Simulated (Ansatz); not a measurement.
# BH3Se2: basis-set convergence

How large a basis does BH3Se2 need? Two functionals are run in growing sets.

Computed with Ansatz 0.2.0, Gaussian basis. Level: one geometry, several basis sets.

The runs, in order: PBE0-D4/def2-SVP; ωB97M-V/def2-SVP; PBE0-D4/def2-QZVPP; ωB97M-V/def2-QZVPP; the functionals' def2-TZVPP values are taken from earlier runs.

### Step 1. The relaxed structure

The geometry comes from an earlier relaxation with PBE0-D4 in a triple-zeta def2 set; it is a stationary point.

6 atoms, charge 0, spin multiplicity 1.

Atoms are counted from 1 here; the program's logs count them from 0.

Bond lengths: B1–Se2 2.041 Å, B1–Se3 2.139 Å, B1–H4 1.192 Å, B1–H5 1.192 Å, Se2–Se3 2.327 Å, Se3–H6 1.477 Å. Angles: Se2–B1–Se3 67.6°, Se2–B1–H4 115.9°, Se2–B1–H5 116.4°, Se3–B1–H4 108.2°, Se3–B1–H5 110.1°, H4–B1–H5 123.4°, B1–Se2–Se3 58.2°, B1–Se3–Se2 54.2°, B1–Se3–H6 96.9°, Se2–Se3–H6 98.3°.

### Step 2. PBE0-D4 in def2-SVP

File in.yaml:

```yaml
crystal:
  periodic: [false, false, false]
  atoms:
    - {symbol: B, position_ang: [-0.355904, 0.212085, -0.679409]}
    - {symbol: Se, position_ang: [-0.219492, -1.741189, -0.104890]}
    - {symbol: Se, position_ang: [0.002868, 0.004075, 1.418866]}
    - {symbol: H, position_ang: [-1.459766, 0.635476, -0.829107]}
    - {symbol: H, position_ang: [0.603051, 0.676394, -1.214070]}
    - {symbol: H, position_ang: [1.471344, 0.149160, 1.362410]}
basis:
  gaussian: {orbitals: def2-SVP}
hamiltonian: {xc: pbe0, dispersion: d4}
output: {orbitals: {seedname: orbitals}}
```

Run with:

```
> ansatz run in.yaml --threads 2 --pin off --events-out ev --progress --plain --max-ram 4352MiB
```

The runs that follow: ωB97M-V in def2-SVP; PBE0-D4 in def2-QZVPP; ωB97M-V in def2-QZVPP.

Before running them: what should the planned runs give, taken together? Wanted: PBE0-D4: double and triple zeta above quadruple; ωB97M-V: double and triple zeta above quadruple.

The runs gave:

| quantity | value |
| --- | --- |
| PBE0-D4: double and triple zeta above quadruple | 19.66, 2.80 eV |
| ωB97M-V: double and triple zeta above quadruple | 19.58, 2.71 eV |

What this shows: PBE0-D4 gains 16.86 eV from double to triple zeta, then 2.80 eV more. Total energies overstate the basis error of differences, where much of it tends to cancel.
